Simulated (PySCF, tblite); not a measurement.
**C₄H₇NS₂Si: geometry, infrared bands and NMR shifts**

What infrared bands and NMR shifts should C₄H₇NS₂Si (`C=N[Si@H]1SC=C(C)S1`) show?

The runs use tblite 0.8.0 and PySCF 2.14.0, with density-fitted response routines of our own; the level of theory stands in each step. All values are computed, except where a source is named. Atoms count from 0, in the outputs and in this text.

## (1) The starting structure

15 atoms, charge 0, multiplicity 1; geometry from: force field or distance geometry start.

Bonds of the start (Å): C0–N1 1.30, N1–Si2 1.73, Si2–S3 2.19, S3–C4 1.78, C4–C5 1.27, C5–C6 1.54, C5–S7 1.78, S7–Si2 2.15, C0–H8 1.08, C0–H9 1.09, Si2–H10 1.47, C4–H11 1.14, C6–H12 1.08, C6–H13 1.09, C6–H14 1.12.

## (2) Geometry optimisation with GFN2-xTB

What the job is given:

```
{"job": {"kind": "relax", "xc": "GFN2-xTB", "basis": "xTB"}, "charge": 0, "multiplicity": 1}
C      3.847100    -0.368400    -0.558000
N      2.866100    -0.820700     0.167400
Si     1.368100     0.046500     0.082800
S      0.189400    -0.483400    -1.685300
C     -1.422700    -0.363300    -0.945000
C     -1.569500    -0.454500     0.313200
C     -2.968800    -0.337400     0.953600
S     -0.168000    -0.716700     1.381100
H      3.712200     0.504500    -1.187300
H      4.792000    -0.909200    -0.500100
H      1.483600     1.501700     0.215000
H     -2.312900    -0.201300    -1.632900
H     -3.645400     0.258600     0.364600
H     -3.329700    -1.356600     1.086600
H     -2.846200     0.202400     1.922400
```

Command:

```sh
$ OMP_NUM_THREADS=1 python probes_run.py task.json out
```

One launch serves the whole session: the jobs run in the order shown.

The program printed:

```text
step      E/eV     max force
  0    -633.13577    4.509
  1    -633.28399    3.341
  2    -633.45526    0.982
  3    -633.50411    1.313
  4    -633.56086    1.022
  5    -633.62630    0.353
  6    -633.63776    0.321
  7    -633.65012    0.305
  8    -633.65769    0.239
  9    -633.66634    0.246
 10    -633.67134    0.189
 11    -633.67531    0.145
 12    -633.67918    0.203
 13    -633.68421    0.214
 14    -633.69041    0.201
 15    -633.69793    0.219
 16    -633.70638    0.245
 17    -633.71505    0.313
 18    -633.72354    0.317
 19    -633.73287    0.282
 20    -633.74524    0.333
 21    -633.76205    0.349
 22    -633.77806    0.297
 23    -633.78869    0.353
 24    -633.79540    0.347
 25    -633.80087    0.388
 26    -633.80873    0.203
 27    -633.81449    0.169
 28    -633.82074    0.215
 29    -633.82664    0.290
 30    -633.83351    0.269
 31    -633.84140    0.197
 32    -633.84578    0.171
 33    -633.84856    0.172
 34    -633.85142    0.196
 35    -633.85540    0.197
 36    -633.86028    0.169
 37    -633.86511    0.158
 38    -633.86872    0.175
 39    -633.87361    0.204
 40    -633.87950    0.185
 41    -633.88518    0.303
 42    -633.88854    0.184
 43    -633.89187    0.147
 44    -633.89470    0.145
 45    -633.89749    0.100
 46    -633.89947    0.089
 47    -633.90071    0.077
 48    -633.90135    0.054
 49    -633.90182    0.076
 50    -633.90232    0.053
 51    -633.90294    0.070
 52    -633.90347    0.065
 53    -633.90395    0.051
 54    -633.90452    0.060
 55    -633.90531    0.091
 56    -633.90628    0.097
 57    -633.90724    0.089
 58    -633.90801    0.083
 59    -633.90870    0.071
 60    -633.90953    0.103
 61    -633.91048    0.112
 62    -633.91124    0.082
 63    -633.91172    0.056
 64    -633.91206    0.042
 65    -633.91230    0.034
 66    -633.91248    0.037
 67    -633.91264    0.026
 68    -633.91273    0.024
 69    -633.91280    0.032
 70    -633.91290    0.034
 71    -633.91303    0.030
 72    -633.91318    0.033
 73    -633.91333    0.028
 74    -633.91345    0.026
 75    -633.91357    0.026
 76    -633.91372    0.028
 77    -633.91390    0.033
 78    -633.91410    0.029
 79    -633.91425    0.029
 80    -633.91436    0.026
 81    -633.91443    0.020
 82    -633.91452    0.022
 83    -633.91464    0.036
 84    -633.91483    0.041
 85    -633.91507    0.076
 86    -633.91542    0.070
 87    -633.91613    0.077
 88    -633.91664    0.057
 89    -633.91715    0.059
 90    -633.91750    0.036
 91    -633.91765    0.042
 92    -633.91778    0.026
 93    -633.91785    0.025
 94    -633.91794    0.017
 95    -633.91798    0.017
 96    -633.91807    0.019
 97    -633.91814    0.022
 98    -633.91821    0.019
 99    -633.91827    0.015
100    -633.91830    0.014
101    -633.91833    0.011
102    -633.91836    0.012
103    -633.91838    0.010
```

Wall time 1.6 s (1 thread of Arm Neoverse N1, shared host); peak memory 0.18 GiB.

Step by step: (not every step is listed)

| step | energy from step 0 (eV) | largest force (eV/Å) |
| --- | --- | --- |
| 0 | 0.0000 | 4.5093 |
| 1 | -0.1482 | 3.3413 |
| 2 | -0.3195 | 0.9816 |
| 3 | -0.3683 | 1.3128 |
| 4 | -0.4251 | 1.0221 |
| 5 | -0.4905 | 0.3530 |
| 6 | -0.5020 | 0.3213 |
| 7 | -0.5144 | 0.3047 |
| 8 | -0.5219 | 0.2387 |
| 17 | -0.5793 | 0.3134 |
| 26 | -0.6730 | 0.2035 |
| 35 | -0.7196 | 0.1966 |
| 44 | -0.7589 | 0.1454 |
| 53 | -0.7682 | 0.0510 |
| 62 | -0.7755 | 0.0818 |
| 71 | -0.7773 | 0.0300 |
| 80 | -0.7786 | 0.0262 |
| 89 | -0.7814 | 0.0585 |
| 98 | -0.7824 | 0.0187 |
| 99 | -0.7825 | 0.0149 |
| 100 | -0.7825 | 0.0139 |
| 101 | -0.7826 | 0.0109 |
| 102 | -0.7826 | 0.0117 |
| 103 | -0.7826 | 0.0099 |

Distances of close pairs at the start and the end, largest changes first:

| bond | before (Å) | after (Å) | change (Å) |
| --- | --- | --- | --- |
| C4–H11 | 1.137 | 1.077 | -0.059 |
| C4–C5 | 1.270 | 1.329 | +0.059 |
| C0–N1 | 1.301 | 1.249 | -0.052 |
| C5–C6 | 1.543 | 1.494 | -0.050 |
| Si2–S3 | 2.190 | 2.140 | -0.050 |
| S3–C4 | 1.778 | 1.750 | -0.028 |
| C6–H14 | 1.116 | 1.089 | -0.027 |
| N1–Si2 | 1.733 | 1.712 | -0.021 |

The next job starts from the end point, and lists it.

## (3) Infrared spectrum with GFN2-xTB

What the job is given:

```
{"job": {"kind": "ir", "xc": "GFN2-xTB", "basis": "xTB"}, "charge": 0, "multiplicity": 1}
C      3.695239    -0.679108    -0.354619
N      2.446138    -0.690249    -0.365331
Si     1.239939     0.521467    -0.277654
S     -0.064548     0.272347    -1.956220
C     -1.489815    -0.132017    -1.023981
C     -1.530441    -0.261273     0.298307
C     -2.764291    -0.621032     1.059382
S     -0.093937    -0.023561     1.302850
H      4.305221     0.223172    -0.281206
H      4.229192    -1.621993    -0.421858
H      1.594794     1.930351    -0.145313
H     -2.364325    -0.281303    -1.634914
H     -3.607218    -0.747544     0.384840
H     -2.603332    -1.546360     1.611107
H     -2.997029     0.159438     1.782698
```

The program printed:

```text
mode    cm-1     km/mol
  1      50.4      6.49
  2      61.5      4.28
  3     117.6      0.35
  4     148.1      5.38
  5     175.0     12.21
  6     217.5      1.43
  7     238.4      6.41
  8     286.0      4.44
  9     323.1     21.29
 10     405.9      0.06
 11     452.0      0.25
 12     475.2     11.74
 13     507.1     52.25
 14     558.7      9.80
 15     599.5     74.63
 16     646.6     70.42
 17     662.2    149.03
 18     749.3      6.52
 19     800.7    100.83
 20     811.8     56.84
 21     997.4      9.79
 22    1017.6     10.99
 23    1027.6      4.52
 24    1108.7     22.22
 25    1137.3     14.16
 26    1202.9     28.02
 27    1396.5      7.46
 28    1438.6      1.22
 29    1460.4      7.55
 30    1473.5      5.45
 31    1647.0     20.14
 32    1752.5     99.52
 33    2276.2    211.50
 34    2908.8     69.00
 35    2999.5     19.09
 36    3004.4     11.14
 37    3019.3      8.12
 38    3040.2     20.89
 39    3098.8      6.21
```

Run time: 1.1 s. Hardware: 1 thread of Arm Neoverse N1, shared host; peak memory 0.18 GiB.

The strongest bands and the atoms that carry them (share of the mass-weighted mode):

| cm⁻¹ | km/mol | atoms |
| --- | --- | --- |
| 600 | 74.6 | H10 67 % |
| 647 | 70.4 | S7 26 %, C4 24 %, H10 21 %, C5 11 % |
| 662 | 149.0 | H10 86 % |
| 801 | 100.8 | Si2 46 %, N1 31 %, C0 13 % |
| 812 | 56.8 | C4 53 %, S3 16 % |
| 1752 | 99.5 | N1 50 %, C0 48 % |
| 2276 | 211.5 | H10 97 % |
| 2909 | 69.0 | H8 93 % |

## (4) Shielding tensors: PBE0/pcSseg-1

The job, as its differences from that of step 3:

```diff
@@ -1,2 +1,2 @@
-{"job": {"kind": "ir", "xc": "GFN2-xTB", "basis": "xTB"}, "charge": 0, "multiplicity": 1}
+{"job": {"kind": "nmr", "xc": "PBE0", "basis": "pcSseg-1"}, "charge": 0, "multiplicity": 1}
 C      3.695239    -0.679108    -0.354619
```

Level: GIAO PBE0/pcSseg-1 NMR shielding, non-relativistic, gas phase.

The program printed:

```text
coarse grid: 14624 points
cycle   1  E = -1296.4685879897  dE =  1.210e+00  |g| = 4.642e-01  |ddm| = 3.914e+00
cycle   2  E = -1296.4119196731  dE =  5.667e-02  |g| = 6.957e-01  |ddm| = 1.138e+00
cycle   3  E = -1296.5203826666  dE = -1.085e-01  |g| = 1.193e-01  |ddm| = 7.200e-01
cycle   4  E = -1296.5232894946  dE = -2.907e-03  |g| = 4.029e-02  |ddm| = 1.361e-01
cycle   5  E = -1296.5236693099  dE = -3.798e-04  |g| = 1.006e-02  |ddm| = 5.652e-02
cycle   6  E = -1296.5236981249  dE = -2.881e-05  |g| = 3.899e-03  |ddm| = 1.904e-02
cycle   7  E = -1296.5237016403  dE = -3.515e-06  |g| = 1.092e-03  |ddm| = 5.030e-03
final grid: 128848 points
cycle   8  E = -1296.5736586175  dE = -2.596e-05  |g| = 8.893e-03  |ddm| = 2.856e-02
cycle   9  E = -1296.5736438400  dE =  1.478e-05  |g| = 1.163e-02  |ddm| = 2.080e-02
cycle  10  E = -1296.5736774803  dE = -3.364e-05  |g| = 1.438e-03  |ddm| = 1.327e-02
cycle  11  E = -1296.5736779911  dE = -5.108e-07  |g| = 2.731e-04  |ddm| = 1.727e-03
cycle  12  E = -1296.5736780043  dE = -1.321e-08  |g| = 1.353e-04  |ddm| = 3.399e-04
cycle  13  E = -1296.5736780090  dE = -4.727e-09  |g| = 3.283e-05  |ddm| = 1.834e-04
cycle  14  E = -1296.5736780093  dE = -2.556e-10  |g| = 5.616e-06  |ddm| = 3.397e-05
converged SCF energy = -1296.5736780093

GIAO shielding tensors (ppm)
atom      isotropic    diamagn.    paramagn.     s11        s22        s33       span
  0 C       12.944     249.763    -236.819    -74.423    -18.817    132.071    206.495
  1 N     -157.852     331.763    -489.615   -543.488   -169.218    239.150    782.639
  2 Si     334.897     880.718    -545.821    287.426    336.497    380.768     93.342
  3 S      531.546    1058.963    -527.417    368.249    454.694    771.695    403.446
  4 C       66.269     259.074    -192.804    -21.061    100.852    119.016    140.077
  5 C       45.180     265.145    -219.965    -50.836     75.061    111.316    162.152
  6 C      162.449     243.923     -81.474    147.507    150.590    189.250     41.743
  7 S      512.003    1060.729    -548.726    335.912    446.881    753.215    417.303
  8 H       22.990      27.591      -4.601     20.645     21.655     26.670      6.025
  9 H       23.069      27.277      -4.208     21.528     22.832     24.846      3.318
 10 H       24.657      28.940      -4.283     21.399     21.852     30.719      9.320
 11 H       26.035      32.829      -6.793     21.798     27.532     28.776      6.978
 12 H       29.637      28.249       1.388     25.038     28.178     35.694     10.656
 13 H       29.568      28.114       1.454     25.016     27.810     35.879     10.863
 14 H       29.566      27.970       1.596     25.022     27.914     35.763     10.741
```

Wall time 76 s (1 thread of Arm Neoverse N1, shared host); peak memory 0.85 GiB.

The references, computed at this level on geometries of the same kind, shield at (ppm): 1H TMS 31.72, 13C TMS 186.9, 29Si TMS 349.2, 15N NH3 267.7, 33S CS2 504. Their shielding less the atom's gives the shift. The references are single molecules in the gas phase, so shifts against H2O, NH3, PH3, H3PO4 or CFCl3 are not on the usual liquid scales and can be off by tens of ppm. Atoms listed in one row are averaged.

| atoms | environment | σ (ppm) | δ (ppm) | δ scaled to CDCl3 |
| --- | --- | --- | --- | --- |
| C0 | C=N carbon | 12.9 | 174.0 | 167.9 |
| C5 | fully substituted alkene carbon | 45.2 | 141.7 | 132.0 |
| C4 | alkene CH | 66.3 | 120.7 | 111.4 |
| C6 | allylic methyl carbon | 162.4 | 24.5 | 22.0 |
| H8 | hydrogen on a C=N carbon | 22.99 | 8.73 | 8.33 |
| H9 | hydrogen on a C=N carbon | 23.07 | 8.65 | 8.26 |
| H10 | hydrogen on a silicon bonded to N, 2 S, in a 5-membered ring | 24.66 | 7.06 | – |
| H11 | hydrogen on an alkene CH | 26.04 | 5.68 | 5.46 |
| H12, H13, H14 | hydrogen on an allylic methyl carbon | 29.59 | 2.13 | 2.11 |
| N1 | imine nitrogen | -157.9 | 425.6 | – |
| Si2 | silicon bonded to N, 2 S, H, in a 5-membered ring | 334.9 | 14.3 | – |
| S7 | sulfur bonded to C, Si, in a 5-membered ring | 512 | -8 | – |
| S3 | sulfur bonded to C, Si, in a 5-membered ring | 532 | -28 | – |

The scaled column applies a straight-line fit of computed shieldings to shifts measured in CDCl3, with any fitted terms for Cl, Br or S neighbours (root-mean-square error 0.16 ppm for H, 1.9 ppm for C).

The run also stored atomic charges by several schemes (e):

| atoms | Mulliken | IAO | Hirshfeld | ESP fit |
| --- | --- | --- | --- | --- |
| C0 | 0.08 | -0.06 | 0.05 | 0.37 |
| N1 | -0.53 | -0.53 | -0.23 | -0.64 |
| Si2 | 0.82 | 0.87 | 0.34 | 0.92 |
| S3 | -0.19 | -0.10 | -0.07 | -0.24 |
| C4 | -0.12 | -0.30 | -0.09 | -0.40 |
| C5 | -0.45 | -0.10 | -0.02 | 0.03 |
| C6 | -0.14 | -0.42 | -0.12 | -0.27 |
| S7 | -0.17 | -0.12 | -0.07 | -0.27 |

Mayer bond orders: C0–N1 1.92, N1–Si2 1.02, Si2–S3 0.96, S3–C4 1.07, C4–C5 1.75, C5–C6 1.05, C5–S7 1.10, S7–Si2 0.94.

Ring of atoms Si2, S3, C4, C5, S7: NICS(0) -5.8, NICS(1) -3.1, NICS(1)zz -0.5 ppm (means of both faces).

The fields below are evaluated on a grid from the run's orbitals.

Frontier orbitals at PBE0/pcSseg-1, with the share of their density that lies nearest to each atom:

| orbital | energy (eV) | lies on |
| --- | --- | --- |
| HOMO | -5.91 | S3 30 %; S7 22 %; C4, C5 about 18 % each |
| LUMO | -1.52 | C0 35 %; N1 27 %; Si2 9 % |

ELF in a plane through or near 7 of the atoms.

Ten even steps from '0' (0.00) to '9' (1.00):
```
0000000000000000000000000000
0000000000001110000000000000
0000000000036752000000000000
0000000000168983001000000000
0000000000278783058600000000
0000000000272725499920000000
0000000000174338499700000000
0000001210168676867102200000
0000134655435316862179930000
0000255876822105864599950000
0000362653832215568699940000
0000261586711555567267610000
0000155666302885216983000000
0000023443004886108994000000
0000001110004886107993000000
0000000000002553000540000000
0000000000000110000000000000
0000000000000000000000000000
0000000000000000000000000000
0000000000000000000000000000
```
The map spans 13.8 Å across and 9.2 Å up, centred on the molecule. Atoms in the plane (x, y in Å): C0 (-3.7, -0.4), N1 (-2.5, -0.2), S3 (-0.3, 2.0), C4 (1.3, 1.2), H11 (2.1, 1.9), H12 (3.6, 0.0), H13 (2.9, -1.5).

On the surface of density 0.002 e/bohr³ the electrostatic potential runs, from the 1st to the 99th percentile, from -1.51 V near N1 to 1.48 V near Si2.

## (5) What came out

| quantity | value |
| --- | --- |
| strongest single infrared mode (GFN2-xTB) | 2276 cm⁻¹, 212 km/mol |
| zero-point energy (GFN2-xTB) | 63.3 kcal/mol |
| 13C shifts against TMS (PBE0/pcSseg-1) | 174.0, 141.7, 120.7, 24.5 ppm |
| 1H shifts against TMS (PBE0/pcSseg-1, means over atoms taken as alike) | 8.73, 8.65, 7.06, 5.68, 2.13 ppm |
| 15N shifts against NH3 (PBE0/pcSseg-1) | 425.6 ppm |
| 29Si shifts against TMS (PBE0/pcSseg-1) | 14.3 ppm |
| 33S shifts against CS2 (PBE0/pcSseg-1) | -8, -28 ppm |
| surface potential, 1st and 99th percentile | -1.51 V and 1.48 V |

The optimisation took 103 steps and gained 0.783 eV; among the close pairs (by a distance rule), C4–H11 changed most, from 1.137 to 1.077 Å. No mode is imaginary among the 39: a minimum at this level. The strongest single mode, at 2276 cm⁻¹, moves mainly H10. Unscaled tight-binding wavenumbers are off by several per cent, some by more. Its intensities can rank the bands wrongly. At PBE0/pcSseg-1: The widest tensor belongs to N1: span 783 ppm, with a paramagnetic part of -490 ppm. At PBE0/pcSseg-1, counted by nearest atom on the grid, the HOMO lies on S3 30 %; S7 22 %, the LUMO on C0 35 %; N1 27 %.
